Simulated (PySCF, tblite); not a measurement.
# C5H8P2: geometry, infrared bands and NMR shifts

What infrared bands and NMR shifts should C5H8P2 (`C=C/P=P\C(=C)C`) show?

Programs: tblite 0.8.0 and PySCF 2.14.0, with density-fitted response routines of our own. Each step states its level of theory. These are calculated values for one molecule in the gas phase, unless marked as measured. Atoms are numbered from 0 throughout.

### 1 The molecule as given

15 atoms, charge 0, multiplicity 1; geometry from: force field or distance geometry start.

Bonds of the start (Å): C0–C1 1.34, C1–P2 1.84, P2–P3 2.00, P3–C4 1.82, C4–C5 1.34, C4–C6 1.50, C0–H7 1.09, C0–H8 1.10, C1–H9 1.08, C5–H10 1.09, C5–H11 1.08, C6–H12 1.11, C6–H13 1.12, C6–H14 1.11.

### 2 Relaxing the molecule with GFN2-xTB

What the job is given:

```
{"job": {"kind": "relax", "xc": "GFN2-xTB", "basis": "xTB"}, "charge": 0, "multiplicity": 1}
C      2.947400     0.244400     0.173300
C      2.231700    -0.745900    -0.374400
P      1.456300    -2.037700     0.681200
P     -0.510100    -1.901500     1.042900
C     -1.466000    -0.520000     0.352800
C     -2.066600     0.365400     1.167100
C     -1.627500    -0.294600    -1.122800
H      3.422800     1.025500    -0.420200
H      3.044300     0.287200     1.263700
H      2.160400    -0.751900    -1.451600
H     -1.983700     0.259600     2.250500
H     -2.640700     1.200800     0.782000
H     -2.272100     0.607900    -1.230900
H     -2.086100    -1.183600    -1.624900
H     -0.614500    -0.053300    -1.510400
```

Command:

```console
$ OMP_NUM_THREADS=1 python probes_run.py task.json out
```

The driver reads the jobs from task.json and runs them one after another.

**Question.** This job is followed by: GFN2-xTB harmonic vibrations, gas phase; GIAO PBE0/pcSseg-1 NMR shielding, non-relativistic, gas phase. Predict these results of the whole session: strongest single infrared mode (GFN2-xTB); zero-point energy (GFN2-xTB); 13C shifts against TMS (PBE0/pcSseg-1); 1H shifts against TMS (PBE0/pcSseg-1, means over atoms taken as alike); 31P shifts against H3PO4 (PBE0/pcSseg-1).

**Answer**, as computed:

```
                                                              quantity                                   value
                             strongest single infrared mode (GFN2-xTB)                    3114 cm⁻¹, 42 km/mol
                                          zero-point energy (GFN2-xTB)                           70.5 kcal/mol
                                13C shifts against TMS (PBE0/pcSseg-1)    160.4, 149.4, 133.0, 127.9, 27.0 ppm
1H shifts against TMS (PBE0/pcSseg-1, means over atoms taken as alike)  7.00, 6.11, 6.02, 5.09, 4.73, 1.67 ppm
                              31P shifts against H3PO4 (PBE0/pcSseg-1)                        586.4, 575.4 ppm
```

What this shows: Relaxing lowered the energy by 0.481 eV in 128 steps; the close pair that moved most is P2–P3, from 2.004 to 2.040 Å. All 39 modes are real, so the xTB geometry is a minimum. The strongest single mode, at 3114 cm⁻¹, moves mainly H8. GFN2-xTB is a fitted tight-binding method: band positions and strengths are rough. Its intensities can rank the bands wrongly. H9 (hydrogen on an alkene CH) lies farthest downfield among hydrogen, at 7.00 ppm; attached to an sp2 carbon and in the plane of the double bond. At PBE0/pcSseg-1: The largest span, 1449 ppm, is at P2, where the paramagnetic term is -1224 ppm.
